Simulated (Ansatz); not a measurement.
C3H9ClSi, SMILES CC[SiH2]CCl, a geometry optimisation

Computed with the Ansatz DFT code, driven from Python.

The script, `opt.py`:
```python
'''Geometry optimisation of C3H9ClSi.'''

import itertools

import ansatz as az
from ase.data import atomic_numbers, covalent_radii
import numpy as np

mol = (
    az.Crystal.molecule()
    .atom('C', (-0.7611, 1.1709, 1.119))
    .atom('C', (0.577, 0.6707, 0.8022))
    .atom('Si', (0.6004, -0.9992, -0.0515))
    .atom('C', (-0.1929, -1.015, -1.6507))
    .atom('Cl', (0.4684, 0.1345, -2.7876))
    .atom('H', (-0.734, 2.2017, 1.6082))
    .atom('H', (-1.3413, 0.5417, 1.7675))
    .atom('H', (-1.3551, 1.3744, 0.1848))
    .atom('H', (1.1452, 0.6197, 1.7845))
    .atom('H', (1.1149, 1.4006, 0.2009))
    .atom('H', (2.041, -1.4111, -0.1954))
    .atom('H', (0.0399, -1.9913, 0.8953))
    .atom('H', (-1.3688, -0.728, -1.5459))
    .atom('H', (-0.2467, -1.9988, -2.1027))
)

calc = (
    mol.calculation()
    .basis(gaussian='cc-pVDZ')
    .functional('cam_b3lyp')
)
symbols = [site.symbol for site in mol.cartesian_sites]
start = np.array([site.position_ang for site in mol.cartesian_sites], dtype=float)
def progress(event):
    if event['event'] == 'relax_step':
        row = event['data']
        print(f'step {row["step"]:3d}  E = {row["lagrangian_ev"]:.6f} eV  largest force component {row["allowed_force_max_ev_ang"]:.4f} eV/A')


data = calc.relax(force_tolerance=0.01).session().plan().execute(on_event=progress).report
end = np.array(data['positions_ang'])

print('reference energy %16.6f eV' % data['reference_energy_ev'])
print('total energy     %16.6f eV' % data['free_energy_ev'])
print('occupied orbitals outside the frozen core (up, down):', data['n_occupied'], ' frozen:', data['n_frozen'], ' virtual:', data['n_virtual'])

# pairs closer than 1.2 times the sum of covalent radii, before or after
radius = [covalent_radii[atomic_numbers[s]] for s in symbols]
span = lambda where, i, j: np.linalg.norm(where[i] - where[j])
bonded = [(i, j) for i, j in itertools.combinations(range(len(symbols)), 2) if min(span(start, i, j), span(end, i, j)) < 1.2 * (radius[i] + radius[j])]
print('pair        before    after (A)')
for i, j in bonded:
    print(f'{symbols[i]}{i}-{symbols[j]}{j}'.ljust(10), f'{span(start, i, j):8.4f} {span(end, i, j):8.4f}')
for first, second in list(itertools.combinations(bonded, 2)):
    shared = set(first) & set(second)
    if shared and symbols[(j := shared.pop())] != 'H':
        i, k = sorted((set(first) | set(second)) - {j})
        u, v = end[i] - end[j], end[k] - end[j]
        angle = np.degrees(np.arccos(np.clip(u @ v / np.linalg.norm(u) / np.linalg.norm(v), -1, 1)))
        print(f'final angle {symbols[i]}{i}-{symbols[j]}{j}-{symbols[k]}{k}: {angle:.2f} deg')
with open('c3h9clsi_opt.xyz', 'w') as handle:
    handle.write(f'{len(symbols)}\nrelaxed C3H9ClSi\n')
    handle.writelines(f'{s:2s} {x:11.6f} {y:11.6f} {z:11.6f}\n' for s, (x, y, z) in zip(symbols, end))
```

```console
$ python opt.py
step   1  E = -23656.220583 eV  largest force component 4.7389 eV/A
step   2  E = -23656.725555 eV  largest force component 1.8857 eV/A
step   3  E = -23656.811648 eV  largest force component 0.4204 eV/A
step   4  E = -23656.814455 eV  largest force component 0.2434 eV/A
step   5  E = -23656.819487 eV  largest force component 0.0465 eV/A
step   6  E = -23656.819822 eV  largest force component 0.0168 eV/A
step   7  E = -23656.819963 eV  largest force component 0.0135 eV/A
step   8  E = -23656.820025 eV  largest force component 0.0083 eV/A
step   9  E = -23656.820054 eV  largest force component 0.0058 eV/A
reference energy    -23656.820190 eV
total energy        -23656.820190 eV
occupied orbitals outside the frozen core (up, down): [29, 29]  frozen: 0  virtual: [94, 94]
pair        before    after (A)
C0-C1        1.4632   1.5314
C0-H5        1.1413   1.1008
C0-H6        1.0738   1.1019
C0-H7        1.1256   1.1015
C1-Si2       1.8756   1.8846
C1-H8        1.1359   1.1034
C1-H9        1.0880   1.1024
Si2-C3       1.7852   1.9017
Si2-H10      1.5052   1.4936
Si2-H11      1.4815   1.4992
C3-Cl4       1.7468   1.8095
C3-H12       1.2149   1.0985
C3-H13       1.0840   1.0983
final angle C1-C0-H5: 111.49 deg
final angle C1-C0-H6: 111.73 deg
final angle C1-C0-H7: 111.42 deg
final angle C0-C1-Si2: 114.45 deg
final angle C0-C1-H8: 110.47 deg
final angle C0-C1-H9: 110.35 deg
final angle H5-C0-H6: 107.33 deg
final angle H5-C0-H7: 107.07 deg
final angle H6-C0-H7: 107.55 deg
final angle Si2-C1-H8: 107.47 deg
final angle Si2-C1-H9: 107.64 deg
final angle C1-Si2-C3: 111.21 deg
final angle C1-Si2-H10: 110.95 deg
final angle C1-Si2-H11: 110.67 deg
final angle H8-C1-H9: 106.07 deg
final angle C3-Si2-H10: 108.36 deg
final angle C3-Si2-H11: 106.48 deg
final angle Si2-C3-Cl4: 110.65 deg
final angle Si2-C3-H12: 112.05 deg
final angle Si2-C3-H13: 111.86 deg
final angle H10-Si2-H11: 109.03 deg
final angle Cl4-C3-H12: 106.91 deg
final angle Cl4-C3-H13: 107.05 deg
final angle H12-C3-H13: 108.06 deg
```

It writes `c3h9clsi_opt.xyz`:
```text
14
relaxed C3H9ClSi
C    -0.793449    1.228630    1.087253
C     0.615528    0.684844    0.833812
Si    0.661153   -1.017252    0.026045
C    -0.276468   -1.019056   -1.628387
Cl    0.392438    0.240205   -2.742393
H    -0.763586    2.208359    1.588253
H    -1.383439    0.551334    1.725527
H    -1.347837    1.363986    0.145079
H     1.179208    0.617615    1.780026
H     1.182965    1.375930    0.189138
H     2.067770   -1.449185   -0.230036
H    -0.011830   -2.034854    0.897346
H    -1.343961   -0.795434   -1.497656
H    -0.191592   -1.984323   -2.145407
```

Reading the output:
- Total energies depend on the basis set; only differences at equal settings carry meaning.
- The end point is the stationary point reached from this start; no frequency run checks that it is a minimum, and the basis set is modest.
- Wall time of the script: 70 s on 1 thread of AMD EPYC 7B13 (Zen 3), with other jobs on the host, peak memory 0.47 GiB.
